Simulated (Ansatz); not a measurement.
# SiBr2 (SMILES Br[Si]Br) at B2PLYP/def2-SVPD

What is the energy change on altering one bond length of SiBr2 at B2PLYP/def2-SVPD? 

The calculation is run with Ansatz 0.2.0.

26 further runs of the same task are left out: 1 that didn't finish, 25 set aside as unsound or not needed. Runs told in other sessions of the task aren't counted.

## Step 1: Starting point

SiBr2 has 3 atoms, charge 0, and is taken as a singlet. As SMILES, `Br[Si]Br`. The shape is that of a PBE0-D4/def2-TZVP optimisation.

Bond lengths: Br1–Si2 2.249 Å, Si2–Br3 2.249 Å. Angles: Br1–Si2–Br3 101.9°.

## Step 2: The energy at B2PLYP/def2-SVPD

Contents of molecule.yaml:

```yaml
crystal:
  periodic: [false, false, false]
  atoms:
    - {symbol: Br, position_ang: [0.975100, 1.342100, 0.670900]}
    - {symbol: Si, position_ang: [-0.770000, 0.385700, -0.376400]}
    - {symbol: Br, position_ang: [-0.216000, -1.792600, -0.307800]}
basis:
  gaussian: {orbitals: def2-SVPD}
hamiltonian: {xc: {name: B2PLYP}}
correlation: {frozen_orbitals: {Br: 9, Si: 5}}
accuracy: high
output: {orbitals: {seedname: orbitals}}
```

On the command line:

```console
$ ansatz run molecule.yaml --threads 1 --pin off --max-ram 2610MiB --events-out events.jsonl --progress --plain --runs-dir runs
```

The program printed:

```text
Warning: RAYON_NUM_THREADS=1 ignored (pool sized by the plan → 1); use --threads N
Functional definition: B2PLYP
  name "B2PLYP"
  parameter a = 0.53
  parameter c = 0.27
  exchange = (1 - a)*b88_x + a*exact_x
  correlation = (1 - c)*lyp_c + c*(mp2_os + mp2_ss)
1832 factors; integrals over basis functions are off by at most 4.6e-9 eV
mean field evaluation 1: about -147921.8697 eV, gradient 1.4e1 eV
mean field evaluation 2: about -147921.9787 eV, gradient 1.4e1 eV
mean field evaluation 4: about -147922.7409 eV, gradient 1.1e0 eV
mean field evaluation 8: about -147922.7492 eV, gradient 2.7e-2 eV
mean field evaluation 16: about -147922.7492 eV, gradient 1.1e-5 eV
mean field -147922.74917821 eV, -5436.0607666588 hartree, gradient 2.7e-8 eV, S^2 0.000000; 0 other end points of the search recorded, 0 dependent functions left out
23 core orbitals not correlated: weight in the atoms' cores, before any rotation towards them, 1.000 or more for the frozen orbitals, at most 0.000 for the correlated occupied ones
reference -147922.74919767 eV, -5436.0607673739 hartree; 19, 19 occupied and 64, 64 virtual orbitals, 1832 factors
second order -18.15265944 eV of doubles, -0.00000000 eV of singles
Total energy: -147927.65041572 eV, -5436.2408838149 hartree
```

Run time: 13 s. Hardware: 1 thread of Arm Neoverse V2, shared host; peak memory 0.38 GiB.

## Step 3: The distorted shape, same level

Contents of molecule.yaml:

```yaml
crystal:
  periodic: [false, false, false]
  atoms:
    - {symbol: Br, position_ang: [0.310305, 3.956040, 0.588581]}
    - {symbol: Si, position_ang: [-1.434795, 2.999640, -0.458719]}
    - {symbol: Br, position_ang: [-0.216000, -1.792600, -0.307800]}
basis:
  gaussian:
    orbitals: def2-SVPD
output: {orbitals: {seedname: orbitals}}
hamiltonian:
  xc: {name: B2PLYP}
correlation:
  frozen_orbitals: {Br: 9, Si: 5}
accuracy: high
```

On the command line:

```console
$ ansatz run molecule.yaml --threads 1 --pin off --max-ram 2610MiB --events-out events.jsonl --progress --plain --runs-dir runs
```

The program printed, shortened:

```text
Warning: RAYON_NUM_THREADS=1 ignored (pool sized by the plan → 1); use --threads N
[... 2 set-up lines as earlier in the session ...]
[...]
1767 factors; integrals over basis functions are off by at most 4.6e-9 eV
[...]
mean field -147918.83046216 eV, -5435.9167564999 hartree, gradient 6.2e-8 eV, S^2 0.000000; 6 other end points of the search recorded, 0 dependent functions left out; unrestricted orbitals would lower it
23 core orbitals not correlated: weight in the atoms' cores, before any rotation towards them, 1.000 or more for the frozen orbitals, at most 0.000 for the correlated occupied ones
reference -147918.83048515 eV, -5435.9167573448 hartree; 19, 19 occupied and 64, 64 virtual orbitals, 1767 factors
second order -19.45770608 eV of doubles, -0.00000000 eV of singles
Total energy: -147924.08406579 eV, -5436.1098228724 hartree
```

Wall time 29 s (1 thread of Arm Neoverse V2, shared host); peak memory 0.52 GiB.

## Step 4: Results

At B2PLYP/def2-SVPD, 23 core orbitals frozen:

```
                                                           quantity           value
                                          first shape: total energy  -5436.24088 Eh
                     first shape: HOMO energy (SCF part's orbitals)        -8.46 eV
                     first shape: LUMO energy (SCF part's orbitals)        -1.98 eV
                   first shape: HOMO–LUMO gap (SCF part's orbitals)         6.48 eV
                                      distorted shape: total energy  -5436.10982 Eh
                 distorted shape: HOMO energy (SCF part's orbitals)        -6.51 eV
                 distorted shape: LUMO energy (SCF part's orbitals)        -4.45 eV
               distorted shape: HOMO–LUMO gap (SCF part's orbitals)         2.07 eV
energy change with the Si2–Br3 bond stretched from 2.249 to 4.947 Å        3.566 eV
```

In words: One bond (distorted shape) is far stretched, which a spin-restricted single reference describes badly; perturbation theory on it can break down and give far too much correlation. With the Si2–Br3 bond stretched from 2.249 to 4.947 Å the energy rises by 3.57 eV (344 kJ/mol). The first shape isn't relaxed at this level, so the change isn't measured from a minimum. A restricted reference can't describe the breaking bond well at this length. The restricted solution (distorted shape) is unstable to spin breaking: an unrestricted one lies lower.
